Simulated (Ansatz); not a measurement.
# CdPd: the cost of one run

Program: Ansatz 0.2.0. Level of theory: DFT PBEsol, scalar-relativistic. These are calculated values, not measurements.

### Step 1. The starting structure

It takes space group P4/mmm (No. 123, tetragonal). Conventional cell: a = 3.028 Å, b = 3.028 Å, c = 3.631 Å, α = 90.00°, β = 90.00°, γ = 90.00°. Around Cd (site symmetry 4/mmm) lie 8 Pd at 2.81 Å and 4 Cd at 3.03 Å. Around Pd (site symmetry 4/mmm) lie 8 Cd at 2.81 Å and 4 Pd at 3.03 Å.

Coordinates:

```
Cd Pd
1.0
     3.02760    0.00000    0.00000
     0.00000    3.02760    0.00000
     0.00000    0.00000    3.63100
Cd Pd
1 1
Direct
  0.00000 0.00000 0.00000
  0.50000 0.50000 0.50000
```

Atoms are numbered in the order of the input: Cd1, Pd2.

### Step 2. After the deformation

Space group P4/mmm before, P4/mmm after.

### Step 3. Full-potential LAPW

input.yaml reads:

```yaml
crystal:
  lattice:
    - [3.057876, 0.0, 0.0]
    - [0.0, 3.057876, 0.0]
    - [0.0, 0.0, 3.631]
  atoms:
    - { symbol: Cd, position: [0.0, 0.0, 0.0] }
    - { symbol: Pd, position: [0.5, 0.5, 0.5] }
kpoints:
  mp_grid: { grid: [11, 11, 9] }
  band_path:
    path:
      - [0.0, 0.0, 0.0]
      - [0.0, 0.5, 0.0]
      - [0.5, 0.5, 0.0]
      - [0.0, 0.0, 0.0]
      - [0.0, 0.0, 0.5]
      - [0.0, 0.5, 0.5]
      - [0.5, 0.5, 0.5]
      - [0.0, 0.0, 0.5]
      - [0.0, 0.5, 0.0]
    npoints: 5
scf:
  occupations: { method: fermi_dirac, width: 0.05 }
hamiltonian:
  xc: pbesol
  pseudopotentials: { kind: all_electron, lapw: { basis_error: 0.0005 } }
output:
  forces: true
  stress: true
  eigenvalues: true
```

Run with:

```console
ansatz run input.yaml --threads 1 --pin off --max-ram 3072MiB --backend cpu --events-out ev --progress --plain --runs-dir out
```

What time and memory should one allow on 1 thread of Intel Xeon Platinum 8488C (Sapphire Rapids), shared host?

About 31 s, with a peak of 0.59 GiB.
